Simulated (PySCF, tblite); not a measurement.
# C₆H₆F₄N₂: geometry, infrared bands and NMR shifts

Aim: predict the infrared bands and NMR shifts of C₆H₆F₄N₂ (`CCn1nc(F)cc1C(F)(F)F`).

Programs: tblite 0.8.0 and PySCF 2.14.0, with density-fitted response routines of our own. Each step states its level of theory. These are calculated values for one molecule in the gas phase, unless marked as measured. Atoms count from 0, in the outputs and in this text.

## 1. The molecule as given

18 atoms, charge 0, multiplicity 1; geometry from: force field or distance geometry start.

Bonds of the start (Å): C0–C1 1.52, C1–N2 1.45, N2–N3 1.33, N3–C4 1.35, C4–F5 1.37, C4–C6 1.38, C6–C7 1.40, C7–C8 1.50, C8–F9 1.40, C8–F10 1.37, C8–F11 1.38, C7–N2 1.36, C0–H12 1.10, C0–H13 1.11, C0–H14 1.12, C1–H15 1.12, C1–H16 1.09, C6–H17 1.10.

## 2. Geometry optimisation with GFN2-xTB

What the job is given:

```
{"job": {"kind": "relax", "xc": "GFN2-xTB", "basis": "xTB"}, "charge": 0, "multiplicity": 1}
C      2.183100    -0.366100     0.763000
C      1.400400    -0.399100    -0.543700
N     -0.008300    -0.648000    -0.336400
N     -0.653600    -1.813300    -0.305400
C     -1.972000    -1.608400    -0.091600
F     -2.958400    -2.558300     0.000200
C     -2.168200    -0.239900    -0.018400
C     -0.912100     0.359400    -0.165200
C     -0.620700     1.828400    -0.149600
F     -1.839200     2.506200    -0.229200
F      0.120100     2.233000    -1.234900
F     -0.084200     2.198800     1.067800
H      2.905500    -1.181700     0.890300
H      2.769600     0.577000     0.744100
H      1.496000    -0.412300     1.649700
H      1.815600    -1.271500    -1.100600
H      1.633700     0.512700    -1.094800
H     -3.115900     0.289300     0.143100
```

Started as:

```sh
OMP_NUM_THREADS=1 python probes_run.py task.json out
```

One launch serves the whole session: the jobs run in the order shown.

**Question.** This job is followed by: GFN2-xTB harmonic vibrations, gas phase; GIAO PBE0/pcSseg-1 NMR shielding, non-relativistic, gas phase. Predict these results of the whole session: strongest single infrared mode (GFN2-xTB); zero-point energy (GFN2-xTB); 13C shifts against TMS (PBE0/pcSseg-1); 1H shifts against TMS (PBE0/pcSseg-1, means over atoms taken as alike); 15N shifts against NH3 (PBE0/pcSseg-1); 19F shifts against CFCl3 (PBE0/pcSseg-1, means over atoms taken as alike).

As calculated:

| quantity | value |
| --- | --- |
| strongest single infrared mode (GFN2-xTB) | 1021 cm⁻¹, 319 km/mol |
| zero-point energy (GFN2-xTB) | 75.7 kcal/mol |
| 13C shifts against TMS (PBE0/pcSseg-1) | 170.6, 136.1, 129.3, 99.8, 49.0, 19.2 ppm |
| 1H shifts against TMS (PBE0/pcSseg-1, means over atoms taken as alike) | 6.34, 4.29, 1.47 ppm |
| 15N shifts against NH3 (PBE0/pcSseg-1) | 321.6, 219.1 ppm |
| 19F shifts against CFCl3 (PBE0/pcSseg-1, means over atoms taken as alike) | -76.9, -140.5 ppm |

In words: The optimisation took 135 steps and gained 0.814 eV; among the close pairs (by a distance rule), C8–F9 changed most, from 1.397 to 1.334 Å. No mode is imaginary among the 48: a minimum at this level. The strongest single mode, at 1021 cm⁻¹, moves mainly C8. Unscaled tight-binding wavenumbers are off by several per cent, some by more. Its intensities can rank the bands wrongly. At PBE0/pcSseg-1: Shielding is most anisotropic at N3 (span 410 ppm, paramagnetic term -379 ppm). NICS(1)zz of -27 ppm above the planar ring from N2 marks a diatropic (aromatic) ring current.
